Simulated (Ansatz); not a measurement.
# Ru3Pt: the cost of one run

Program: Ansatz 0.2.0. Level of theory: DFT PBE, scalar-relativistic, plane waves, PAW. These are calculated values, not measurements.

1 further run of the same task is left out (it didn't finish).

## 1. The starting structure

It takes space group Pm-3n (No. 223, cubic). Conventional cell: a = 4.786 Å, b = 4.786 Å, c = 4.786 Å, α = 90.00°, β = 90.00°, γ = 90.00°. Ru (site symmetry -4m2) has 2 Ru at 2.39 Å and 4 Pt at 2.68 Å in its first shell of neighbours. Pt (site symmetry m-3) is surrounded by 12 Ru at 2.68 Å.

As a file:

```xyz
8
Lattice="4.7860 0.0000 0.0000 0.0000 4.7860 0.0000 0.0000 0.0000 4.7860" Properties=species:S:1:pos:R:3 pbc="T T T"
Ru    1.1965    0.0000    2.3930
Ru    3.5895    0.0000    2.3930
Ru    2.3930    1.1965    0.0000
Ru    2.3930    3.5895    0.0000
Ru    0.0000    2.3930    1.1965
Ru    0.0000    2.3930    3.5895
Pt    0.0000    0.0000    0.0000
Pt    2.3930    2.3930    2.3930
```

The cell is invented: random cell by space group and Wyckoff sites (Pm-3n, No. 223). Its size is a rough estimate.

## 2. The guess as it stands, on a coarse mesh

File input.yaml:

```yaml
crystal:
  lattice:
    - [4.78595465, 0.0, 0.0]
    - [0.0, 4.78595465, 0.0]
    - [0.0, 0.0, 4.78595465]
  atoms:
    - { symbol: Ru, position: [0.25, 0.0, 0.5] }
    - { symbol: Ru, position: [0.75, 0.0, 0.5] }
    - { symbol: Ru, position: [0.5, 0.25, 0.0] }
    - { symbol: Ru, position: [0.5, 0.75, 0.0] }
    - { symbol: Ru, position: [0.0, 0.5, 0.25] }
    - { symbol: Ru, position: [0.0, 0.5, 0.75] }
    - { symbol: Pt, position: [0.0, 0.0, 0.0] }
    - { symbol: Pt, position: [0.5, 0.5, 0.5] }
basis:
  ecutwfc: 420
kpoints:
  mp_grid: { grid: [4, 4, 4] }
hamiltonian:
  xc: pbe
scf:
  occupations: { method: gaussian, width: 0.1 }
  lower_state_search: "off"
output:
  forces: true
  stress: true
  eigenvalues: true
```

On the command line:

```sh
$ ansatz run input.yaml --threads 1 --pin off --max-ram 2560MiB --backend cpu --events-out ev --progress --plain --runs-dir out
```

What time and memory should one allow on 1 thread of Intel Xeon Platinum 8488C (Sapphire Rapids), shared host?

About 3.3 s, with a peak of 0.44 GiB.
